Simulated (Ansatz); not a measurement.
# AlF2H2O+ (SMILES [OH2+][Al]([F])[F]): functionals against CCSD(T) at one geometry

One table from this session's results is given with a row withheld; the runs are named, their logs left out.

Program: Ansatz 0.2.0, Gaussian basis. Level of theory: single points in def2-TZVPP. These are calculated values, not measurements.

Cores are frozen in the correlated methods.

### Starting geometry

SMILES `[OH2+][Al]([F])[F]`, 6 atoms, charge 1, spin multiplicity 1.

Atoms are counted from 1 here; the program's logs count them from 0.

Bond lengths: O1–Al2 1.797 Å, O1–H5 1.150 Å, O1–H6 0.919 Å, Al2–F3 1.675 Å, Al2–F4 1.615 Å. Angles: Al2–O1–H5 125.0°, Al2–O1–H6 130.7°, H5–O1–H6 103.8°, O1–Al2–F3 108.0°, O1–Al2–F4 110.0°, F3–Al2–F4 142.0°.

As a file:

| atom | x (Å) | y (Å) | z (Å) |
| --- | --- | --- | --- |
| O1 | -0.15470 | 0.86790 | 0.10980 |
| Al2 | 0.18390 | -0.89130 | -0.02910 |
| F3 | 1.67010 | -1.19100 | 0.68410 |
| F4 | -1.05360 | -1.63590 | -0.75240 |
| H5 | 0.05840 | 1.64730 | -0.70810 |
| H6 | -0.61310 | 1.34200 | 0.75020 |

The first run:

Contents of run/in.yaml:

```yaml
crystal:
  periodic: [false, false, false]
  atoms:
    - {symbol: O, position_ang: [-0.154700, 0.867900, 0.109800]}
    - {symbol: Al, position_ang: [0.183900, -0.891300, -0.029100]}
    - {symbol: F, position_ang: [1.670100, -1.191000, 0.684100]}
    - {symbol: F, position_ang: [-1.053600, -1.635900, -0.752400]}
    - {symbol: H, position_ang: [0.058400, 1.647300, -0.708100]}
    - {symbol: H, position_ang: [-0.613100, 1.342000, 0.750200]}
basis:
  gaussian: {orbitals: def2-TZVPP}
total_charge: 1
correlation: {method: ccsd_t}
output: {forces: true}
```

Run with:

```console
$ ansatz run in.yaml --threads 4 --pin off --events-out ev --progress --plain --max-ram 5222MiB
```

Steps of the session up to this table: CCSD(T)/def2-TZVPP; PBE0-D4/def2-TZVPP; wB97M-V/def2-TZVPP; r2SCAN-D4/def2-TZVPP; PBE-D4/def2-TZVPP; revPBE-D4/def2-TZVPP; B97M-V/def2-TZVPP.

One table of the session follows, with a row left open; its other results are not shown here.

```
   method  RMS force component (eV/Å)  angle to CCSD(T) forces (°)
  CCSD(T)                       2.169                    reference
  PBE0-D4                       2.173                          1.3
  wB97M-V                       2.154                          0.8
r2SCAN-D4                           ?                            ?
   PBE-D4                       2.103                          6.4
revPBE-D4                       2.101                          7.3
   B97M-V                       2.148                          3.0
```

Q: Estimate the row for r2SCAN-D4 from the others.

**Answer.** RMS force component (eV/Å): 2.133; angle to CCSD(T) forces (°): 1.4. In the column «RMS force component (eV/Å)» it lies between PBE-D4 (2.103) and B97M-V (2.148).

To keep in mind: CCSD(T) in triple zeta still lacks some correlation energy of the bonds, so part of these gaps is its own basis error and they don't rank the functionals.
